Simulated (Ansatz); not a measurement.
# TiH4S4: a ladder of functionals and wavefunction methods

The task here is to estimate one member of a computed series from the others.

Computed with Ansatz 0.2.0, Gaussian basis. Level: functionals in def2-TZVPP, the program's frozen cores in correlated methods.

Plan: LDA (SPW92), PBE-D4, revPBE-D4, BLYP-D4, r2SCAN-D4, B97M-V, PBE0-D4, B3LYP-D4, r2SCANh-D4, r2SCAN0-D4, HSE06-D4, BHLYP-D4, CAM-B3LYP-D4, LC-ωPBE, ωB97X-V, ωB97M-V, B2PLYP, PBE-QIDH; CCSD(T)/def2-SVP; CCSD(T)/def2-TZVPP; MP2/def2-QZVPP; extrapolation to the limit; RPA on PBE.

## Structure used throughout

The geometry comes from an earlier relaxation with PBE0-D4 in a triple-zeta def2 set; it is a stationary point, not always the lowest conformer.

9 atoms, charge 0, spin multiplicity 1.

Atoms are counted from 1 here; the program's logs count them from 0.

Bond lengths: S1–Ti2 2.276 Å, S1–H6 1.350 Å, Ti2–S3 2.267 Å, Ti2–S4 2.276 Å, Ti2–S5 2.267 Å, S3–H7 1.348 Å, S4–H8 1.350 Å, S5–H9 1.348 Å. Angles: Ti2–S1–H6 89.8°, S1–Ti2–S3 107.5°, S1–Ti2–S4 109.8°, S1–Ti2–S5 112.9°, S3–Ti2–S4 112.9°, S3–Ti2–S5 106.4°, S4–Ti2–S5 107.4°, Ti2–S3–H7 91.6°, Ti2–S4–H8 89.8°, Ti2–S5–H9 91.7°.

Set-up of the first run:

Contents of in.yaml:

```yaml
crystal:
  periodic: [false, false, false]
  atoms:
    - {symbol: S, position_ang: [0.237333, 1.442830, -1.514562]}
    - {symbol: Ti, position_ang: [0.151517, 0.055868, 0.287474]}
    - {symbol: S, position_ang: [2.285785, -0.411486, 0.891488]}
    - {symbol: S, position_ang: [-1.048905, -1.806249, -0.231619]}
    - {symbol: S, position_ang: [-0.828085, 1.013960, 2.093225]}
    - {symbol: H, position_ang: [-1.081986, 1.246678, -1.722385]}
    - {symbol: H, position_ang: [2.239469, -1.607602, 0.272082]}
    - {symbol: H, position_ang: [-0.397771, -1.891863, -1.411018]}
    - {symbol: H, position_ang: [-1.468856, 1.911465, 1.318317]}
basis:
  gaussian: {orbitals: def2-TZVPP}
hamiltonian: {xc: lda}
output: {orbitals: {seedname: orbitals}}
```

The run is started by

```
> ansatz run in.yaml --threads 2 --pin off --events-out ev --progress --plain --max-ram 22528MiB --backend cuda --devices 0, --max-vram 18GiB
```

Among the steps run: LDA; PBE-D4 (GGA); revPBE-D4 (GGA); BLYP-D4 (GGA); r2SCAN-D4 (meta-GGA); B97M-V (meta-GGA); PBE0-D4 (hybrid); B3LYP-D4 (hybrid); r2SCANh-D4 (hybrid); r2SCAN0-D4 (hybrid); HSE06-D4 (hybrid); BHLYP-D4 (hybrid); CAM-B3LYP-D4 (range-separated); LC-ωPBE (range-separated); ωB97X-V (range-separated); ωB97M-V (range-separated); B2PLYP (double hybrid); PBE-QIDH (double hybrid).

One table of the session follows, with a row left open; its other results are not shown here.

It belongs to the step «Orbital energies across the functionals». 

```
  functional  HOMO (eV)  LUMO (eV)  gap (eV)
 LDA (SPW92)      -6.85      -4.12      2.73
      PBE-D4      -6.71      -3.91      2.80
   revPBE-D4      -6.66      -3.84      2.82
     BLYP-D4      -6.52      -3.75      2.76
   r2SCAN-D4      -7.00      -3.86      3.15
      B97M-V      -7.06      -3.83      3.23
     PBE0-D4      -7.88      -3.00      4.89
    B3LYP-D4      -7.62      -3.20      4.42
  r2SCANh-D4      -7.43      -3.50      3.94
  r2SCAN0-D4      -8.08      -2.94      5.13
    HSE06-D4      -7.49      -3.37      4.11
    BHLYP-D4          ?          ?         ?
CAM-B3LYP-D4      -9.15      -1.92      7.23
     LC-ωPBE     -10.55      -0.95      9.60
     ωB97X-V     -10.19      -0.92      9.26
     ωB97M-V     -10.00      -0.88      9.12
```

Estimate the missing values for BHLYP-D4.

Worked estimate for «HOMO (eV)». Against the share of exact exchange, BLYP-D4 (0, -6.52), B3LYP-D4 (0.2, -7.62) give a slope of -5.50 per unit share; at 0.5 the line stands at -9.27.

As computed: HOMO (eV): -8.90; LUMO (eV): -1.88; gap (eV): 7.02. In «HOMO (eV)» the line misses by -0.37.
